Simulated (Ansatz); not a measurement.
# GaBN (doublet): PBE, r2SCAN, PBE0, B3LYP, wB97M-V over vertical spin and charge gaps and displaced geometries, cc-pVDZ, part 3 of 3

Ansatz 0.2.0, Gaussian basis; cc-pVDZ, all electrons in the functionals. Earlier steps stand in the parts before.

### Step 24. B3LYP, displaced geometry v1

File in.yaml:

```yaml
crystal:
  periodic: [false, false, false]
  atoms:
    - {symbol: B, position_ang: [-0.015433, -0.009008, -1.445560]}
    - {symbol: N, position_ang: [-0.016266, -0.025151, -0.194713]}
    - {symbol: Ga, position_ang: [0.031698, 0.034159, 1.640273]}
basis:
  gaussian: {orbitals: cc-pVDZ}
magnetization: {spin_polarized: true, initial_magnetization: 1}
hamiltonian: {xc: {name: B3LYP}}
```

On the command line:

```console
$ ansatz run in.yaml --threads 1 --pin off --events-out ev --progress --plain --max-ram 2393MiB
```

The log of the run (excerpt; [...] marks lines left out):

```text
Functional definition: B3LYP
  name "B3LYP"
  cite "Stephens, Devlin, Chabalowski & Frisch, J. Phys. Chem. 98, 11623 (1994) doi:10.1021/j100096a001"
  cite "Becke, Phys. Rev. A 38, 3098 (1988) doi:10.1103/PhysRevA.38.3098"
  cite "Lee, Yang & Parr, Phys. Rev. B 37, 785 (1988) doi:10.1103/PhysRevB.37.785"
  cite "Vosko, Wilk & Nusair, Can. J. Phys. 58, 1200 (1980) doi:10.1139/p80-159"
[...]
593 factors; integrals over basis functions are off by at most 1.2e-3 eV
[...]
mean field -54543.32442758 eV, -2004.4302019205 hartree, gradient 3.2e-5 eV, S^2 0.758490; 0 other end points of the search recorded, 0 dependent functions left out
reference -54543.32462113 eV, -2004.4302090332 hartree; 22, 21 occupied and 33, 34 virtual orbitals, 593 factors
Total energy: -54543.32462113 eV, -2004.4302090332 hartree
```

Run time: 0.81 s. Hardware: 1 thread of AMD EPYC 9R45, shared host.

From the report: ⟨S²⟩ of the determinant 0.758 (pure doublet: 0.75).

From charge 0, doublet: +1.1 kcal/mol.

### Step 25. B3LYP, displaced geometry v2

File in.yaml:

```yaml
crystal:
  periodic: [false, false, false]
  atoms:
    - {symbol: B, position_ang: [0.084376, 0.005225, -1.472202]}
    - {symbol: N, position_ang: [-0.080498, 0.013599, -0.198609]}
    - {symbol: Ga, position_ang: [-0.003878, -0.018825, 1.670811]}
basis:
  gaussian: {orbitals: cc-pVDZ}
magnetization: {spin_polarized: true, initial_magnetization: 1}
hamiltonian: {xc: {name: B3LYP}}
```

The command is unchanged.

The log of the run (excerpt; [...] marks lines left out):

```text
Functional definition: B3LYP
  name "B3LYP"
  cite "Stephens, Devlin, Chabalowski & Frisch, J. Phys. Chem. 98, 11623 (1994) doi:10.1021/j100096a001"
  cite "Becke, Phys. Rev. A 38, 3098 (1988) doi:10.1103/PhysRevA.38.3098"
  cite "Lee, Yang & Parr, Phys. Rev. B 37, 785 (1988) doi:10.1103/PhysRevB.37.785"
  cite "Vosko, Wilk & Nusair, Can. J. Phys. 58, 1200 (1980) doi:10.1139/p80-159"
[...]
593 factors; integrals over basis functions are off by at most 1.2e-3 eV
[...]
mean field -54543.36951935 eV, -2004.4318590123 hartree, gradient 6.2e-5 eV, S^2 0.759275; 0 other end points of the search recorded, 0 dependent functions left out
reference -54543.36971312 eV, -2004.4318661334 hartree; 22, 21 occupied and 33, 34 virtual orbitals, 593 factors
Total energy: -54543.36971312 eV, -2004.4318661334 hartree
```

Run time: 0.81 s. Hardware: 1 thread of AMD EPYC 9R45, shared host.

From the report: ⟨S²⟩ of the determinant 0.759 (pure doublet: 0.75).

From charge 0, doublet: +0.1 kcal/mol.

### Step 26. wB97M-V, charge 0, doublet

File in.yaml:

```yaml
crystal:
  periodic: [false, false, false]
  atoms:
    - {symbol: B, position_ang: [0.000000, 0.000000, -1.467200]}
    - {symbol: N, position_ang: [0.000000, 0.000000, -0.205200]}
    - {symbol: Ga, position_ang: [0.000000, 0.000000, 1.672400]}
basis:
  gaussian: {orbitals: cc-pVDZ}
magnetization: {spin_polarized: true, initial_magnetization: 1}
hamiltonian: {xc: {name: wB97M-V}}
output: {orbitals: {seedname: orbitals}}
```

The command is unchanged.

The log of the run (excerpt; [...] marks lines left out):

```text
Functional definition: wB97M-V
  name "wB97M-V"
  cite "Mardirossian & Head-Gordon, J. Chem. Phys. 144, 214110 (2016) doi:10.1063/1.4952647"
  cite "Becke, J. Chem. Phys. 107, 8554 (1997) doi:10.1063/1.475007"
  cite "Vydrov & Van Voorhis, J. Chem. Phys. 133, 244103 (2010) doi:10.1063/1.3521275"
  # Of w^i u^j: cxij and so on, Table III.
[...]
  gx(w, u) = 1 - cx + cx01*u + cx10*w
[...]
593 factors; integrals over basis functions are off by at most 1.2e-3 eV
157 factors; integrals over basis functions are off by at most 1.0e-5 eV
[...]
mean field -54538.45925837 eV, -2004.2514102498 hartree, gradient 2.5e-5 eV, S^2 0.761446; 0 other end points of the search recorded, 0 dependent functions left out
reference -54538.45929405 eV, -2004.2514115609 hartree; 22, 21 occupied and 33, 34 virtual orbitals, 593 factors
Total energy: -54538.45929405 eV, -2004.2514115609 hartree
```

It took 2.8 s on 1 thread of AMD EPYC 9R45, shared host.

From the report: ⟨S²⟩ of the determinant 0.761 (pure doublet: 0.75).

### Step 27. wB97M-V, charge 0, quartet

Changes to in.yaml since step 26:

```diff
@@ -8,3 +8,3 @@
   gaussian: {orbitals: cc-pVDZ}
-magnetization: {spin_polarized: true, initial_magnetization: 1}
+magnetization: {spin_polarized: true, initial_magnetization: 3}
 hamiltonian: {xc: {name: wB97M-V}}
```

The command is unchanged.

The log of the run (excerpt; [...] marks lines left out):

```text
Functional definition: wB97M-V
  name "wB97M-V"
  cite "Mardirossian & Head-Gordon, J. Chem. Phys. 144, 214110 (2016) doi:10.1063/1.4952647"
  cite "Becke, J. Chem. Phys. 107, 8554 (1997) doi:10.1063/1.475007"
  cite "Vydrov & Van Voorhis, J. Chem. Phys. 133, 244103 (2010) doi:10.1063/1.3521275"
  # Of w^i u^j: cxij and so on, Table III.
[...]
  gx(w, u) = 1 - cx + cx01*u + cx10*w
[...]
593 factors; integrals over basis functions are off by at most 1.2e-3 eV
157 factors; integrals over basis functions are off by at most 1.0e-5 eV
[...]
mean field -54534.90007665 eV, -2004.1206127341 hartree, gradient 4.0e-5 eV, S^2 3.766289; 0 other end points of the search recorded, 0 dependent functions left out
reference -54534.90010931 eV, -2004.1206139343 hartree; 23, 20 occupied and 32, 35 virtual orbitals, 593 factors
Total energy: -54534.90010931 eV, -2004.1206139343 hartree
```

Run time: 3 s. Hardware: 1 thread of AMD EPYC 9R45, shared host.

From the report: ⟨S²⟩ of the determinant 3.766 (pure quartet: 3.75).

From charge 0, doublet: +82.1 kcal/mol.

### Step 28. wB97M-V, charge 1, singlet

Changes to in.yaml since step 27:

```diff
@@ -8,3 +8,4 @@
   gaussian: {orbitals: cc-pVDZ}
-magnetization: {spin_polarized: true, initial_magnetization: 3}
+total_charge: 1
+magnetization: {spin_polarized: true, initial_magnetization: 0}
 hamiltonian: {xc: {name: wB97M-V}}
```

Same command.

The log of the run (excerpt; [...] marks lines left out):

```text
Functional definition: wB97M-V
  name "wB97M-V"
  cite "Mardirossian & Head-Gordon, J. Chem. Phys. 144, 214110 (2016) doi:10.1063/1.4952647"
  cite "Becke, J. Chem. Phys. 107, 8554 (1997) doi:10.1063/1.475007"
  cite "Vydrov & Van Voorhis, J. Chem. Phys. 133, 244103 (2010) doi:10.1063/1.3521275"
  # Of w^i u^j: cxij and so on, Table III.
[...]
  gx(w, u) = 1 - cx + cx01*u + cx10*w
[...]
593 factors; integrals over basis functions are off by at most 1.2e-3 eV
157 factors; integrals over basis functions are off by at most 1.0e-5 eV
[...]
mean field -54529.14849581 eV, -2003.9092460365 hartree, gradient 1.2e-5 eV, S^2 0.901105; 4 other end points of the search recorded, 0 dependent functions left out
reference -54529.14853540 eV, -2003.9092474917 hartree; 21, 21 occupied and 34, 34 virtual orbitals, 593 factors
Total energy: -54529.14853540 eV, -2003.9092474917 hartree
```

It took 7 s on 1 thread of AMD EPYC 9R45, shared host; peak memory 0.25 GiB.

From the report: ⟨S²⟩ of the determinant 0.901 (pure singlet: 0.00). The determinant is far from a pure spin state, so its energy mixes those of several spin states (harmless only where they are near-degenerate, as at dissociation).

From charge 0, doublet: +214.7 kcal/mol.

### Step 29. wB97M-V, charge 1, triplet

Changes to in.yaml since step 28:

```diff
@@ -9,3 +9,3 @@
 total_charge: 1
-magnetization: {spin_polarized: true, initial_magnetization: 0}
+magnetization: {spin_polarized: true, initial_magnetization: 2}
 hamiltonian: {xc: {name: wB97M-V}}
```

Launched as before.

The log of the run (excerpt; [...] marks lines left out):

```text
Functional definition: wB97M-V
  name "wB97M-V"
  cite "Mardirossian & Head-Gordon, J. Chem. Phys. 144, 214110 (2016) doi:10.1063/1.4952647"
  cite "Becke, J. Chem. Phys. 107, 8554 (1997) doi:10.1063/1.475007"
  cite "Vydrov & Van Voorhis, J. Chem. Phys. 133, 244103 (2010) doi:10.1063/1.3521275"
  # Of w^i u^j: cxij and so on, Table III.
[...]
  gx(w, u) = 1 - cx + cx01*u + cx10*w
[...]
593 factors; integrals over basis functions are off by at most 1.2e-3 eV
157 factors; integrals over basis functions are off by at most 1.0e-5 eV
[...]
mean field -54528.95214955 eV, -2003.9020304446 hartree, gradient 5.7e-5 eV, S^2 2.009436; 1 other end points of the search recorded, 0 dependent functions left out
reference -54528.95218912 eV, -2003.9020318987 hartree; 22, 20 occupied and 33, 35 virtual orbitals, 593 factors
Total energy: -54528.95218912 eV, -2003.9020318987 hartree
```

Run time: 3 s. Hardware: 1 thread of AMD EPYC 9R45, shared host.

From the report: ⟨S²⟩ of the determinant 2.009 (pure triplet: 2.00).

From charge 0, doublet: +219.2 kcal/mol.

### Step 30. wB97M-V, displaced geometry v1

File in.yaml:

```yaml
crystal:
  periodic: [false, false, false]
  atoms:
    - {symbol: B, position_ang: [-0.015433, -0.009008, -1.445560]}
    - {symbol: N, position_ang: [-0.016266, -0.025151, -0.194713]}
    - {symbol: Ga, position_ang: [0.031698, 0.034159, 1.640273]}
basis:
  gaussian: {orbitals: cc-pVDZ}
magnetization: {spin_polarized: true, initial_magnetization: 1}
hamiltonian: {xc: {name: wB97M-V}}
output: {forces: true, orbitals: {seedname: orbitals}}
```

The command is unchanged.

The log of the run:

```text
Functional definition: wB97M-V
  name "wB97M-V"
  cite "Mardirossian & Head-Gordon, J. Chem. Phys. 144, 214110 (2016) doi:10.1063/1.4952647"
  cite "Becke, J. Chem. Phys. 107, 8554 (1997) doi:10.1063/1.475007"
  cite "Vydrov & Van Voorhis, J. Chem. Phys. 133, 244103 (2010) doi:10.1063/1.3521275"
  # Of w^i u^j: cxij and so on, Table III.
  parameter omega = 0.3/bohr
  parameter cx = 0.15
  parameter cx01 = 1.007
  parameter cx10 = 0.259
  parameter css00 = 0.443
  parameter css04 = -1.437
  parameter css10 = -4.535
  parameter css20 = -3.390
  parameter css43 = 4.278
  parameter cos00 = 1.000
  parameter cos10 = 1.358
  parameter cos20 = 2.924
  parameter cos21 = -8.812
  parameter cos60 = -1.390
  parameter cos61 = 9.142
  parameter b = 6.0
  parameter c = 0.01
  gx(w, u) = 1 - cx + cx01*u + cx10*w
  gss(w, u) = css00 + css04*u^4 + css10*w + css20*w^2 + css43*w^4*u^3
  gos(w, u) = cos00 + cos10*w + (cos20 + cos21*u)*w^2 + (cos60 + cos61*u)*w^6
  exchange = spin_sum(e_x_unif_sr(omega)*gx(b97_w, b97_u_x)) + cx*exact_x_sr(omega) + exact_x_lr(omega)
  correlation = spin_sum(e_c_pw_mod_same_spin*gss(b97_w, b97_u_same))
      + integral(e_c_pw_mod_opposite_spin*gos(b97_w_opposite, b97_u_opposite)) + vv10(b, c)
593 factors; integrals over basis functions are off by at most 1.2e-3 eV
157 factors; integrals over basis functions are off by at most 8.9e-6 eV
mean field evaluation 1: about -54530.6439 eV, gradient 3.9e1 eV
mean field evaluation 2: about -54522.8107 eV, gradient 5.5e1 eV
mean field evaluation 4: about -54538.1818 eV, gradient 1.9e0 eV
mean field evaluation 8: about -54538.4185 eV, gradient 3.0e-1 eV
mean field evaluation 16: about -54538.4207 eV, gradient 6.1e-4 eV
mean field -54538.42074873 eV, -2004.2499950464 hartree, gradient 4.8e-5 eV, S^2 0.760878; 0 other end points of the search recorded, 0 dependent functions left out
the calculation of the forces begins
reference -54538.42078425 eV, -2004.2499963519 hartree; 22, 21 occupied and 33, 34 virtual orbitals, 593 factors
Total energy: -54538.42078425 eV, -2004.2499963519 hartree
Atom 0 at    -0.015433    -0.009008    -1.445560 Å, force    -0.003625     0.010429    -1.404272 eV/Å
Atom 1 at    -0.016266    -0.025151    -0.194713 Å, force    -0.021976    -0.040684     0.305842 eV/Å
Atom 2 at     0.031698     0.034159     1.640273 Å, force     0.025601     0.030255     1.098430 eV/Å
Dipole moment:     0.003517     0.006660    -0.061565 e Å
```

Wall time 3.2 s (1 thread of AMD EPYC 9R45, shared host).

From the report: ⟨S²⟩ of the determinant 0.761 (pure doublet: 0.75).

From charge 0, doublet: +0.9 kcal/mol.

### Step 31. wB97M-V, displaced geometry v2

File in.yaml:

```yaml
crystal:
  periodic: [false, false, false]
  atoms:
    - {symbol: B, position_ang: [0.084376, 0.005225, -1.472202]}
    - {symbol: N, position_ang: [-0.080498, 0.013599, -0.198609]}
    - {symbol: Ga, position_ang: [-0.003878, -0.018825, 1.670811]}
basis:
  gaussian: {orbitals: cc-pVDZ}
magnetization: {spin_polarized: true, initial_magnetization: 1}
hamiltonian: {xc: {name: wB97M-V}}
output: {orbitals: {seedname: orbitals}}
```

The command is unchanged.

The log of the run (excerpt; [...] marks lines left out):

```text
Functional definition: wB97M-V
  name "wB97M-V"
  cite "Mardirossian & Head-Gordon, J. Chem. Phys. 144, 214110 (2016) doi:10.1063/1.4952647"
  cite "Becke, J. Chem. Phys. 107, 8554 (1997) doi:10.1063/1.475007"
  cite "Vydrov & Van Voorhis, J. Chem. Phys. 133, 244103 (2010) doi:10.1063/1.3521275"
  # Of w^i u^j: cxij and so on, Table III.
[...]
  gx(w, u) = 1 - cx + cx01*u + cx10*w
[...]
593 factors; integrals over basis functions are off by at most 1.2e-3 eV
157 factors; integrals over basis functions are off by at most 9.7e-6 eV
[...]
mean field -54538.44720151 eV, -2004.2509671681 hartree, gradient 7.9e-5 eV, S^2 0.761983; 0 other end points of the search recorded, 0 dependent functions left out
reference -54538.44723724 eV, -2004.2509684813 hartree; 22, 21 occupied and 33, 34 virtual orbitals, 593 factors
Total energy: -54538.44723724 eV, -2004.2509684813 hartree
```

Run time: 3 s. Hardware: 1 thread of AMD EPYC 9R45, shared host.

From the report: ⟨S²⟩ of the determinant 0.762 (pure doublet: 0.75).

From charge 0, doublet: +0.3 kcal/mol.

### Step 32. The comparison

The yardstick is UCCSDT(Q), where the cluster series has nearly closed. It and the other wave-function rows come from earlier runs at the same points. Energies in kcal/mol, counted from charge 0, doublet; blanks weren't run or aren't comparable.

```tsv
level	doublet to quartet	ionisation to the singlet cation	ionisation to the triplet cation	displacement v1	displacement v2
UCCSDT(Q)			211.6	1.7	-0.4
PBE	79.7	210.1	219.8	1.4	-0.4
r2SCAN	74.0	210.9	217.6	0.9	-0.1
PBE0	76.6	211.9	217.3	0.9	0.1
B3LYP	83.1	214.9	221.8	1.1	0.1
wB97M-V	82.1	214.7	219.2	0.9	0.3
RHF	59.5	244.4	189.4	0.4	1.0
UHF	57.6	187.2	189.6	0.5	0.9
RMP2	69.8	212.6	206.0	1.7	-0.3
UMP2	70.1	202.7	204.7	1.4	0.0
RCCSD	73.9	217.2	211.3	1.5	0.0
RCCSD(T)	74.2	195.4	211.8	1.7	-0.3
UCCSD(T)	73.9	207.5	211.5	1.6	-0.3
RCCSDT(Q)	74.2	204.4	211.8	1.7	-0.4
```

Largest miss and mean time a point (UCCSDT(Q) took 18 s a point; shared hosts):

```tsv
level	largest miss (kcal/mol)	where	time a point
PBE	+8.2	ionisation to the triplet cation	1.3 s
r2SCAN	+5.9	ionisation to the triplet cation	3.1 s
PBE0	+5.7	ionisation to the triplet cation	1.1 s
B3LYP	+10.2	ionisation to the triplet cation	1.2 s
wB97M-V	+7.6	ionisation to the triplet cation	3.7 s
RHF	-22.2	ionisation to the triplet cation	
UHF	-22.0	ionisation to the triplet cation	
RMP2	-5.6	ionisation to the triplet cation	
UMP2	-6.9	ionisation to the triplet cation	
RCCSD	+0.4	displacement v2	
RCCSD(T)	+0.2	ionisation to the triplet cation	3.4 s
UCCSD(T)	-0.1	ionisation to the triplet cation	5.8 s
RCCSDT(Q)	+0.2	ionisation to the triplet cation	14 s
```

### Step 33. Outcome

What follows sums up all 3 parts.

| quantity | value |
| --- | --- |
| ionisation to the triplet cation, UCCSDT(Q) | 211.6 kcal/mol |
| displacement v1, UCCSDT(Q) | 1.7 kcal/mol |
| displacement v2, UCCSDT(Q) | -0.4 kcal/mol |
| largest miss, PBE | +8.2 kcal/mol (ionisation to the triplet cation) |
| largest miss, r2SCAN | +5.9 kcal/mol (ionisation to the triplet cation) |
| largest miss, PBE0 | +5.7 kcal/mol (ionisation to the triplet cation) |
| largest miss, B3LYP | +10.2 kcal/mol (ionisation to the triplet cation) |
| largest miss, wB97M-V | +7.6 kcal/mol (ionisation to the triplet cation) |
| largest miss, RCCSD(T) | +0.2 kcal/mol (ionisation to the triplet cation) |
| largest miss, UCCSD(T) | -0.1 kcal/mol (ionisation to the triplet cation) |

What this shows: Misses are known at 3 of 5 points at best, and only functionals with that many are ranked. Of the functionals, PBE0 keep the smallest largest miss at the points compared (at most 5.7 kcal/mol) and B3LYP strays most (10.2 kcal/mol, at ionisation to the triplet cation). PBE, r2SCAN, PBE0, B3LYP, wB97M-V clearly break the spin symmetry at some points (⟨S²⟩ up to 0.90 above the pure value), so energy there is bought with a mixed spin. Functionals and the yardstick converge differently with the basis, so part of each miss in cc-pVDZ is the basis.
